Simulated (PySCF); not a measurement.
# C₅H₂N₂: circular dichroism and optical rotation, excited states, first hyperpolarisability

Aim: compute the circular dichroism and optical rotation, excited states, first hyperpolarisability of C₅H₂N₂ (`N#CC=C=CC#N`).

Programs: PySCF 2.14.0, with routines of our own; each step states its level. All values are computed. Atoms count from 0.

## (1) The starting structure

9 atoms, charge 0, multiplicity 1; geometry from: GFN2-xTB.

## (2) Optimising the geometry at PBE0-D3(BJ)/def2-TZVP

The job: settings as JSON, then the geometry in Å.

```
{"job": {"xc": "PBE0", "basis": "def2-TZVP", "d3": "d3bj", "grid": 2, "kind": "geom"}, "charge": 0, "multiplicity": 1}
N     -3.058374     1.166203    -0.364203
C     -2.213885     0.444207    -0.088527
C     -1.188731    -0.462598     0.261332
C      0.004043    -0.389670    -0.255761
C      1.195737    -0.290338    -0.771045
C      2.213366     0.476176    -0.160606
N      3.050819     1.087671     0.324409
H     -1.459351    -1.227288     0.979028
H      1.469936    -0.798369    -1.687546
```

Run with:

```
$ OMP_NUM_THREADS=1 python excited_run.py task.json out
```

One launch serves the whole session: the jobs run in the order shown.

Output:

```text
step   0  E = -300.88599863  max force = 0.011766
step   1  E = -300.88665198  max force = 0.000975
step   2  E = -300.88666651  max force = 0.000350
optimisation converged
```

Wall time 39 s (1 thread of Arm Neoverse V1, shared host); peak memory 0.9 GiB.

Step by step:

| step | energy from step 0 (eV) | largest force component (eV/Å) |
| --- | --- | --- |
| 0 | 0.0000 | 0.6050 |
| 1 | -0.0178 | 0.0501 |
| 2 | -0.0182 | 0.0180 |

Distances of close pairs at the start and the end, largest changes first:

| bond | before (Å) | after (Å) | change (Å) |
| --- | --- | --- | --- |
| C1–C2 | 1.413 | 1.422 | +0.010 |
| C4–C5 | 1.413 | 1.422 | +0.010 |
| N0–C1 | 1.145 | 1.151 | +0.006 |
| C5–N6 | 1.145 | 1.151 | +0.006 |
| C2–H7 | 1.083 | 1.088 | +0.004 |
| C4–H8 | 1.083 | 1.088 | +0.004 |
| C2–C3 | 1.302 | 1.304 | +0.002 |
| C3–C4 | 1.302 | 1.304 | +0.001 |

The final coordinates are the input of the step that follows.

| at the end point | value |
| --- | --- |
| point group (found at 0.08 Å tolerance) | C2 |
| rotational constants (GHz, main isotopes) | 9.727, 1.135, 1.072 |
| dipole moment (D) | 4.06 |

## (3) Circular dichroism and optical rotation: TDDFT CAM-B3LYP/def2-TZVPD

The job: settings as JSON, then the geometry in Å.

```
{"job": {"kind": "ecd", "xc": "CAM-B3LYP", "basis": "def2-TZVPD", "nstates": 12}, "charge": 0, "multiplicity": 1}
N     -3.142177     1.013984    -0.544076
C     -2.280123     0.305618    -0.261913
C     -1.239091    -0.590340     0.107786
C     -0.026270    -0.492625    -0.360052
C      1.186958    -0.429334    -0.832700
C      2.217609     0.321013    -0.201976
N      3.071392     0.917774     0.287359
H     -1.486598    -1.382081     0.811120
H      1.442861    -0.964107    -1.744496
```

Level: TDDFT CAM-B3LYP/def2-TZVPD circular dichroism and optical rotation, one conformer, gas phase.

Output:

```text
coarse grid: 8800 points
cycle   1  E = -300.9716166559  dE =  1.291e+00  |g| = 6.774e-01  |ddm| = 3.690e+00
cycle   2  E = -300.6970940955  dE =  2.745e-01  |g| = 1.345e+00  |ddm| = 1.891e+00
cycle   3  E = -301.0952773947  dE = -3.982e-01  |g| = 4.874e-02  |ddm| = 1.032e+00
cycle   4  E = -301.0959861827  dE = -7.088e-04  |g| = 1.743e-02  |ddm| = 1.691e-01
cycle   5  E = -301.0960565316  dE = -7.035e-05  |g| = 7.849e-03  |ddm| = 4.553e-02
cycle   6  E = -301.0960714609  dE = -1.493e-05  |g| = 3.345e-03  |ddm| = 1.328e-02
cycle   7  E = -301.0960741187  dE = -2.658e-06  |g| = 5.791e-04  |ddm| = 6.146e-03
final grid: 88768 points
cycle   8  E = -301.0911766889  dE = -2.214e-05  |g| = 2.409e-03  |ddm| = 1.392e-01
cycle   9  E = -301.0911769146  dE = -2.257e-07  |g| = 2.184e-03  |ddm| = 9.922e-03
cycle  10  E = -301.0911777568  dE = -8.422e-07  |g| = 1.063e-03  |ddm| = 2.636e-03
cycle  11  E = -301.0911779816  dE = -2.248e-07  |g| = 1.623e-04  |ddm| = 9.272e-04
cycle  12  E = -301.0911779867  dE = -5.085e-09  |g| = 3.955e-05  |ddm| = 3.294e-04
cycle  13  E = -301.0911779870  dE = -3.050e-10  |g| = 1.520e-05  |ddm| = 8.489e-05
converged SCF energy = -301.0911779870

Singlet excitations and rotatory strengths (1e-40 esu^2 cm^2)
state   eV       nm     f(len)   f(vel)    R(len)    R(vel)   main configurations
  1   5.3476   231.9  0.00085  0.00085    -2.706    -2.728   H-1->L 0.47, H->L+1 0.47
  2   5.5317   224.1  0.00001  0.00001    -0.061    -0.073   H->L 0.48, H-1->L+1 0.46
  3   6.4416   192.5  0.10907  0.10844   -20.809   -20.689   H-1->L+1 0.41, H->L 0.37
  4   6.4420   192.5  0.78586  0.78157    53.546    53.711   H-1->L 0.41, H->L+1 0.37
  5   6.5726   188.6  0.00222  0.00220    10.588    10.493   H-2->L+1 0.38, H-3->L 0.36, H-2->L 0.11
  6   6.5734   188.6  0.00048  0.00047     1.388     1.460   H-2->L 0.39, H-3->L+1 0.35, H-2->L+1 0.11
  7   7.2737   170.5  0.00049  0.00054    -1.199    -1.226   H->L+2 0.36, H->L+4 0.15, H-1->L+7 0.10
  8   7.3074   169.7  0.00244  0.00260     3.336     3.440   H-1->L+2 0.34, H-1->L+4 0.15, H->L+7 0.11
  9   7.8030   158.9  0.00358  0.00353     2.412     2.396   H-1->L+2 0.27, H-2->L 0.20, H-3->L+1 0.20
 10   7.8197   158.6  0.04663  0.04658   -40.743   -40.714   H->L+2 0.47, H-1->L+5 0.14
 11   7.8623   157.7  0.19548  0.19583    90.252    90.284   H-3->L 0.37, H-2->L+1 0.34, H->L+2 0.09
 12   7.8875   157.2  0.01375  0.01366    -3.381    -3.370   H-1->L+2 0.29, H-3->L+1 0.23, H-2->L 0.15

Specific rotation (deg / (dm g/mL))
    nm     length   length(OI)   velocity    alpha(len)  alpha(vel)
  633.0     361.80     362.75     362.85       75.882     75.863
  589.3     425.47     426.59     426.70       76.386     76.366
  546.0     507.56     508.91     509.03       77.025     77.005
  436.0     878.49     880.95     881.05       79.795     79.771
  405.0    1064.92    1067.95    1068.01       81.126     81.100
  365.0    1417.68    1421.88    1421.79       83.560     83.530
  355.0    1535.66    1540.27    1540.11       84.354     84.322
```

It took 79 s on 1 thread of Arm Neoverse V1, shared host; peak memory 1.1 GiB.

Orbitals, density, ELF and potential are computed afterwards from the orbital file.

Frontier orbitals at CAM-B3LYP/def2-TZVPD, with the share of their density that lies nearest to each atom:

| orbital | energy (eV) | lies on |
| --- | --- | --- |
| HOMO | -10.40 | C3 27 %; N0, N6 about 15 % each; C2, C4 about 12 % each |
| LUMO | -1.15 | C3 33 %; C2, C4 about 11 % each; N0, N6 about 8 % each |

ELF in a plane through or near 3 of the atoms.

Ten even steps from ' ' (0.00) to '@' (0.90):
```
                                                        
                                                        
                                          ..            
        ::::--::..                    ..--++++--..      
      ::++**++==--::              ..--==**%%%%##==      
      --**####**++==..            ::++**##@@@@@@**..    
    ..==##########**--            ==##%%%%%%@@@@##::    
    ..--****%%@@##**++::::--::....++**##@@##%%%%**::    
      ::++**%%%%--**##==++**++::::##::**%%%%####==..    
      ..--++####--@@@@**%%##****==%%++::##%%**==::      
        ::--++++##@@----@@--::%%**##@@####**==::        
          ....::==**--==@@::::@@@@****==--::..          
                ::**####%%****@@@@##++::..              
                ..++****++++**####**--                  
                  ----::::::::====--..                  
                  ......      ......                    
                                                        
                                                        
                                                        
                                                        
```
The map spans 11.3 Å across and 7.5 Å up, centred on the molecule. Atoms in the plane (x, y in Å): C1 (2.2, 0.5), C3 (0.0, -0.4), C4 (-1.2, -0.4).

On the surface of density 0.002 e/bohr³ the electrostatic potential runs, from the 1st to the 99th percentile, from -1.49 V near N6 to 2.12 V near H8.

## (4) Excited states: TDA CAM-B3LYP/def2-TZVPD

Settings changed since step 3:

```diff
@@ -1,2 +1,2 @@
-{"job": {"kind": "ecd", "xc": "CAM-B3LYP", "basis": "def2-TZVPD", "nstates": 12}, "charge": 0, "multiplicity": 1}
+{"job": {"kind": "states", "xc": "CAM-B3LYP", "basis": "def2-TZVPD", "tda": true, "soc": true, "nstates": 6, "ntriplets": 5, "nquad": 4}, "charge": 0, "multiplicity": 1}
 N     -3.142177     1.013984    -0.544076
```

With the program's defaults for keys left out, this is: TDA CAM-B3LYP/def2-TZVPD excited states, vertical, gas phase, spin-orbit mean-field couplings.

Output:

```text
coarse grid: 8800 points
cycle   1  E = -300.9716166559  dE =  1.291e+00  |g| = 6.774e-01  |ddm| = 3.690e+00
cycle   2  E = -300.6970940955  dE =  2.745e-01  |g| = 1.345e+00  |ddm| = 1.891e+00
cycle   3  E = -301.0952773947  dE = -3.982e-01  |g| = 4.874e-02  |ddm| = 1.032e+00
cycle   4  E = -301.0959861827  dE = -7.088e-04  |g| = 1.743e-02  |ddm| = 1.691e-01
cycle   5  E = -301.0960565316  dE = -7.035e-05  |g| = 7.849e-03  |ddm| = 4.553e-02
cycle   6  E = -301.0960714609  dE = -1.493e-05  |g| = 3.345e-03  |ddm| = 1.328e-02
cycle   7  E = -301.0960741187  dE = -2.658e-06  |g| = 5.791e-04  |ddm| = 6.146e-03
final grid: 88768 points
cycle   8  E = -301.0911766889  dE = -2.214e-05  |g| = 2.409e-03  |ddm| = 1.392e-01
cycle   9  E = -301.0911769146  dE = -2.257e-07  |g| = 2.184e-03  |ddm| = 9.922e-03
cycle  10  E = -301.0911777568  dE = -8.422e-07  |g| = 1.063e-03  |ddm| = 2.636e-03
cycle  11  E = -301.0911779816  dE = -2.248e-07  |g| = 1.623e-04  |ddm| = 9.272e-04
cycle  12  E = -301.0911779867  dE = -5.085e-09  |g| = 3.955e-05  |ddm| = 3.294e-04
cycle  13  E = -301.0911779870  dE = -3.050e-10  |g| = 1.520e-05  |ddm| = 8.489e-05
converged SCF energy = -301.0911779870

Singlet excitations
state   eV       nm        f     d(h-e)  d(exc)  Lambda  PR(NTO)  |dmu|/D   mu/D   main configurations
  1   5.3586   231.4   0.00093   0.086   2.986   0.733   2.015    0.235    3.903   H-1->L 0.47, H->L+1 0.47
  2   5.5636   222.8   0.00001   0.098   3.015   0.798   2.026    0.263    3.875   H->L 0.48, H-1->L+1 0.46
  3   6.5939   188.0   0.01281   0.791   2.696   0.445   1.728    2.460    3.230   H-2->L+1 0.47, H-3->L 0.38
  4   6.5952   188.0   0.00072   0.785   2.694   0.442   1.724    2.443    3.255   H-2->L 0.47, H-3->L+1 0.39
  5   6.6532   186.4   0.93708   0.315   2.688   0.690   2.486                     H->L+1 0.39, H-1->L 0.38
  6   6.7205   184.5   0.02444   0.338   2.842   0.745   2.650                     H-1->L+1 0.38, H->L 0.37

Triplet excitations (Tamm-Dancoff)
state   eV     d(h-e)  d(exc)  Lambda  PR(NTO)   main configurations
  1   3.9215   0.067   2.396   0.786   2.112   H->L 0.47, H-1->L+1 0.44
  2   4.1258   0.077   2.430   0.724   2.109   H-1->L 0.46, H->L+1 0.46
  3   5.0202   0.072   2.932   0.795   2.023   H-1->L+1 0.47, H->L 0.45
  4   5.2321   0.089   2.946   0.728   2.051   H->L+1 0.46, H-1->L 0.46
  5   6.1448   0.451   2.507   0.441   2.495   H-2->L 0.43, H-3->L+1 0.33
S1 - T1 = 1.4370 eV

Spin-orbit couplings |<S|Hso|T>| (cm-1)
             T1       T2       T3       T4       T5
S0        0.311    0.452    0.090   13.501    8.385
S1        1.544    0.514    0.036    0.102    1.218
S2        0.835    7.172    0.176    0.041    0.545
S3        9.438    6.637    0.765    0.431    3.159
S4        6.487    9.708    0.390    0.828    0.911
S5        1.338    0.930    4.340    3.152   25.086
S6        0.041    0.222    1.556    8.678   16.679
T1 sublevels (cm-1): 0.000 0.003 0.007   radiative rates (1/s): 0.00864 0.00162 0.00657
```

Wall time 47 s (1 thread of Arm Neoverse V1, shared host); peak memory 0.97 GiB.

Key values:

| quantity | value |
| --- | --- |
| S1 less T1 | 1.44 eV |

## (5) Excited states: TDDFT CAM-B3LYP/def2-TZVPD

Settings changed since step 4:

```diff
@@ -1,2 +1,2 @@
-{"job": {"kind": "states", "xc": "CAM-B3LYP", "basis": "def2-TZVPD", "tda": true, "soc": true, "nstates": 6, "ntriplets": 5, "nquad": 4}, "charge": 0, "multiplicity": 1}
+{"job": {"kind": "states", "xc": "CAM-B3LYP", "basis": "def2-TZVPD", "tpa": true, "nstates": 8, "nquad": 6, "ntriplets": 0}, "charge": 0, "multiplicity": 1}
 N     -3.142177     1.013984    -0.544076
```

Method: TDDFT CAM-B3LYP/def2-TZVPD excited states, vertical, gas phase, two-photon moments by quadratic response.

Output:

```text
coarse grid: 8800 points
cycle   1  E = -300.9716166559  dE =  1.291e+00  |g| = 6.774e-01  |ddm| = 3.690e+00
cycle   2  E = -300.6970940955  dE =  2.745e-01  |g| = 1.345e+00  |ddm| = 1.891e+00
cycle   3  E = -301.0952773947  dE = -3.982e-01  |g| = 4.874e-02  |ddm| = 1.032e+00
cycle   4  E = -301.0959861827  dE = -7.088e-04  |g| = 1.743e-02  |ddm| = 1.691e-01
cycle   5  E = -301.0960565316  dE = -7.035e-05  |g| = 7.849e-03  |ddm| = 4.553e-02
cycle   6  E = -301.0960714609  dE = -1.493e-05  |g| = 3.345e-03  |ddm| = 1.328e-02
cycle   7  E = -301.0960741187  dE = -2.658e-06  |g| = 5.791e-04  |ddm| = 6.146e-03
final grid: 88768 points
cycle   8  E = -301.0911766889  dE = -2.214e-05  |g| = 2.409e-03  |ddm| = 1.392e-01
cycle   9  E = -301.0911769146  dE = -2.257e-07  |g| = 2.184e-03  |ddm| = 9.922e-03
cycle  10  E = -301.0911777568  dE = -8.422e-07  |g| = 1.063e-03  |ddm| = 2.636e-03
cycle  11  E = -301.0911779816  dE = -2.248e-07  |g| = 1.623e-04  |ddm| = 9.272e-04
cycle  12  E = -301.0911779867  dE = -5.085e-09  |g| = 3.955e-05  |ddm| = 3.294e-04
cycle  13  E = -301.0911779870  dE = -3.050e-10  |g| = 1.520e-05  |ddm| = 8.489e-05
converged SCF energy = -301.0911779870

Singlet excitations
state   eV       nm        f     d(h-e)  d(exc)  Lambda  PR(NTO)  |dmu|/D   mu/D   delta(TPA)   sigma/GM   main configurations
  1   5.3476   231.9   0.00085   0.085   2.960   0.732   2.017    0.234    3.904        0.02      0.000   H-1->L 0.47, H->L+1 0.47
  2   5.5318   224.1   0.00001   0.100   3.044   0.799   2.025    0.260    3.879        0.22      0.003   H->L 0.48, H-1->L+1 0.46
  3   6.4419   192.5   0.12899   0.485   2.798   0.746   1.935    1.249    3.595       26.49      0.403   H-1->L+1 0.40, H->L 0.36
  4   6.4423   192.5   0.76614   0.487   2.684   0.702   1.858    1.207    3.667        7.61      0.116   H-1->L 0.40, H->L+1 0.36
  5   6.5727   188.6   0.00223   1.127   2.702   0.442   1.302    3.679    4.231        0.23      0.004   H-2->L+1 0.38, H-3->L 0.36, H-2->L 0.11
  6   6.5734   188.6   0.00048   1.122   2.703   0.442   1.300    3.663    4.256        0.21      0.003   H-2->L 0.39, H-3->L+1 0.35, H-2->L+1 0.11
  7   7.2739   170.5   0.00049   0.139   2.712   0.415   2.112                                            H->L+2 0.36, H->L+4 0.15, H-1->L+7 0.10
  8   7.3075   169.7   0.00244   0.140   2.693   0.427   2.131                                            H-1->L+2 0.34, H-1->L+4 0.15, H->L+7 0.11
```

It took 49 s on 1 thread of Arm Neoverse V1, shared host; peak memory 0.98 GiB.

## (6) First hyperpolarisability: quadratic response CAM-B3LYP/def2-TZVPD

Settings changed since step 5:

```diff
@@ -1,2 +1,2 @@
-{"job": {"kind": "states", "xc": "CAM-B3LYP", "basis": "def2-TZVPD", "tpa": true, "nstates": 8, "nquad": 6, "ntriplets": 0}, "charge": 0, "multiplicity": 1}
+{"job": {"kind": "beta", "xc": "CAM-B3LYP", "basis": "def2-TZVPD"}, "charge": 0, "multiplicity": 1}
 N     -3.142177     1.013984    -0.544076
```

Method: quadratic response CAM-B3LYP/def2-TZVPD first hyperpolarisability, Taylor convention, gas phase.

Output:

```text
coarse grid: 8800 points
cycle   1  E = -300.9716166559  dE =  1.291e+00  |g| = 6.774e-01  |ddm| = 3.690e+00
cycle   2  E = -300.6970940955  dE =  2.745e-01  |g| = 1.345e+00  |ddm| = 1.891e+00
cycle   3  E = -301.0952773947  dE = -3.982e-01  |g| = 4.874e-02  |ddm| = 1.032e+00
cycle   4  E = -301.0959861827  dE = -7.088e-04  |g| = 1.743e-02  |ddm| = 1.691e-01
cycle   5  E = -301.0960565316  dE = -7.035e-05  |g| = 7.849e-03  |ddm| = 4.553e-02
cycle   6  E = -301.0960714609  dE = -1.493e-05  |g| = 3.345e-03  |ddm| = 1.328e-02
cycle   7  E = -301.0960741187  dE = -2.658e-06  |g| = 5.791e-04  |ddm| = 6.146e-03
final grid: 88768 points
cycle   8  E = -301.0911766889  dE = -2.214e-05  |g| = 2.409e-03  |ddm| = 1.392e-01
cycle   9  E = -301.0911769146  dE = -2.257e-07  |g| = 2.184e-03  |ddm| = 9.922e-03
cycle  10  E = -301.0911777568  dE = -8.422e-07  |g| = 1.063e-03  |ddm| = 2.636e-03
cycle  11  E = -301.0911779816  dE = -2.248e-07  |g| = 1.623e-04  |ddm| = 9.272e-04
cycle  12  E = -301.0911779867  dE = -5.085e-09  |g| = 3.955e-05  |ddm| = 3.294e-04
cycle  13  E = -301.0911779870  dE = -3.050e-10  |g| = 1.520e-05  |ddm| = 8.489e-05
converged SCF energy = -301.0911779870

Lowest singlets (eV, f): 5.3476 0.0008  5.5318 0.0000  6.4419 0.1294

First hyperpolarisability (au)
process     nm      |vector|   parallel      HRS      DR
static         -       25.73     -15.44      13.49   2.927
shg       1907.0       27.96     -16.78      14.11    3.13
eope      1907.0       26.45     -15.87          -       -
shg       1064.0       33.83      -20.3      15.84    3.66
eope      1064.0       28.13     -16.88          -       -
```

It took 43 s on 1 thread of Arm Neoverse V1, shared host; peak memory 0.94 GiB.

## (7) Outcome

| quantity | value |
| --- | --- |
| point group | C2 |
| rotational constants (main isotopes) | 9.73, 1.14, 1.07 GHz |
| state of largest rotatory strength (velocity form) among 12 (step 3, TDDFT CAM-B3LYP/def2-TZVPD) | 7.86 eV, R = +90.3 (velocity), +90.3 (length) ·10⁻⁴⁰ esu² cm² |
| specific rotation at 633.0 nm (step 3, TDDFT CAM-B3LYP/def2-TZVPD) | 362.9 (velocity), 361.8 (length) |
| surface potential, 1st and 99th percentile | -1.49 V and 2.12 V |
| S1 less T1 (step 4, TDA CAM-B3LYP/def2-TZVPD) | 1.44 eV |
| β vector (step 6, quadratic response CAM-B3LYP/def2-TZVPD) | static 26, SHG 1907.0 nm 28, SHG 1064.0 nm 34 au |

What this shows: Relaxing lowered the energy by 0.018 eV in 2 steps; the close pair that moved most is C1–C2, from 1.413 to 1.422 Å. No frequency check was run at this level, so the end point may be a saddle. Rotations belong to one conformer and to the handedness of the start. At CAM-B3LYP/def2-TZVPD, counted by nearest atom on the grid, the HOMO lies on C3 27 %; N0, N6 about 15 % each, the LUMO on C3 33 %; C2, C4 about 11 % each. In steps 4, 5 some excited states are degenerate or nearly so. In step 4, the number of triplets below S1 is 4, and the largest singlet-triplet spin-orbit coupling is S5–T5, 25.09 cm⁻¹. β grows from 26 au (static) to 34 au for doubling at 1064.0 nm: normal dispersion, which grows as twice the photon energy moves toward the bright states.
